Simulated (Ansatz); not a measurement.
# CH3FSZn: how energies converge with the basis set

One table from this session's results is given with a row withheld; the runs are named, their logs left out.

Program: Ansatz 0.2.0, Gaussian basis. Level of theory: one geometry, several basis sets. These are calculated values, not measurements.

Plan: PBE0-D4/def2-SVP; ωB97M-V/def2-SVP; PBE0-D4/def2-QZVPP; ωB97M-V/def2-QZVPP; the functionals' def2-TZVPP values are taken from earlier runs.

**The geometry**

An earlier PBE0-D4 in a triple-zeta def2 set relaxation fixed the geometry.

SMILES `C[S][Zn][F]`, 7 atoms, charge 0, spin multiplicity 1.

Atoms are counted from 1 here; the program's logs count them from 0.

Bond lengths: C1–S2 1.824 Å, C1–H5 1.089 Å, C1–H6 1.090 Å, C1–H7 1.089 Å, S2–Zn3 2.141 Å, Zn3–F4 1.750 Å. Angles: S2–C1–H5 111.9°, S2–C1–H6 105.8°, S2–C1–H7 111.9°, H5–C1–H6 108.5°, H5–C1–H7 110.1°, H6–C1–H7 108.5°, C1–S2–Zn3 102.3°, S2–Zn3–F4 179.3°.

The first run:

in.yaml reads:

```yaml
crystal:
  periodic: [false, false, false]
  atoms:
    - {symbol: C, position_ang: [-0.488144, 1.026822, -0.216333]}
    - {symbol: S, position_ang: [1.129228, 0.494828, 0.439198]}
    - {symbol: Zn, position_ang: [0.950992, -1.638305, 0.413776]}
    - {symbol: F, position_ang: [0.825542, -3.383726, 0.400935]}
    - {symbol: H, position_ang: [-1.309208, 0.709552, 0.424151]}
    - {symbol: H, position_ang: [-0.459674, 2.116368, -0.228011]}
    - {symbol: H, position_ang: [-0.648736, 0.674461, -1.233717]}
basis:
  gaussian: {orbitals: def2-SVP}
hamiltonian: {xc: pbe0, dispersion: d4}
output: {orbitals: {seedname: orbitals}}
```

Launch:

```
$ ansatz run in.yaml --threads 4 --pin off --events-out ev --progress --plain --max-ram 10444MiB
```

Steps of the session up to this table: PBE0-D4 in def2-SVP; ωB97M-V in def2-SVP; PBE0-D4 in def2-QZVPP; ωB97M-V in def2-QZVPP.

One table of the session follows, with a row left open; its other results are not shown here.

It belongs to the step «Functionals by basis». 

```
functional       basis  HOMO (eV)
   PBE0-D4    def2-SVP      -6.88
   PBE0-D4  def2-TZVPP      -7.15
   PBE0-D4  def2-QZVPP      -7.15
   ωB97M-V    def2-SVP      -9.03
   ωB97M-V  def2-TZVPP          ?
   ωB97M-V  def2-QZVPP      -9.34
```

Q: Estimate the row for ωB97M-V, def2-TZVPP from the others.

The run gave: HOMO (eV): -9.33. In the column «HOMO (eV)» it lies between ωB97M-V, def2-QZVPP (-9.34) and ωB97M-V, def2-SVP (-9.03).
